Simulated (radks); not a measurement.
# Excited configurations of In

An exercise on one series of results from a longer session: the logs are not shown, and one member is left open.

Program: radks (a radial shooting solver on a logarithmic mesh, Libxc functionals) version 1. Level of theory: Dirac Kohn-Sham, PBE, spin-unpolarised, spherical densities, point nucleus; open shells are shared between the two j in proportion to 2j + 1. These are calculated values, not measurements, unless marked.

**What is computed**

```
element       : indium (Z = 49)
charge        : 0
electrons     : 49
configuration : [Kr] 4d10 5s2 5p1
```

The outer shells:

In
```
[Kr] core
4d [↑↓][↑↓][↑↓][↑↓][↑↓]
5s [↑↓]
5p [↑ ][  ][  ]
```

The first run:

The run's settings:

```text
Z 49
configuration [Kr] 4d10 5s2 5p1
relativity Dirac
functional pbe,pbe
spin unpolarised
j_filling average
nucleus point
c 137.035999084
```

Steps of the session up to this table: Ground configuration: [Kr] 4d10 5s2 5p1.

One table of the session follows, with a row left open; its other results are not shown here.

It belongs to the step «Ground configuration: [Kr] 4d10 5s2 5p1». Sizes of the orbitals, from the radial functions (bohr):

| level | <r> | outermost maximum (interpolated) | 90 % within | nodes |
| --- | --- | --- | --- | --- |
| 4s1/2 | 0.8481 | 0.770 | 1.23 | 3 |
| 4p1/2 | 0.9013 | 0.800 | 1.33 | 2 |
| 4p3/2 | 0.9317 | 0.824 | 1.37 | 2 |
| 4d3/2 | 1.173 | 0.926 | 1.85 | 1 |
| 4d5/2 | 1.190 | 0.936 | 1.88 | 1 |
| 5s1/2 | 2.610 | 2.16 | 3.92 | 4 |
| 5p1/2 | ? | ? | ? | ? |
| 5p3/2 | 3.806 | 2.90 | 5.99 | 3 |

**Question.** Estimate the row for 5p1/2.

**Answer.** <r>: 3.616; outermost maximum (interpolated): 2.77; 90 % within: 5.68; nodes: 3. In the column «<r>» it lies between 5s1/2 (2.610) and 5p3/2 (3.806).

Limits of these values: Spin polarisation and multiplet splitting are left out, so open shells lie too high by an amount that depends on their filling.
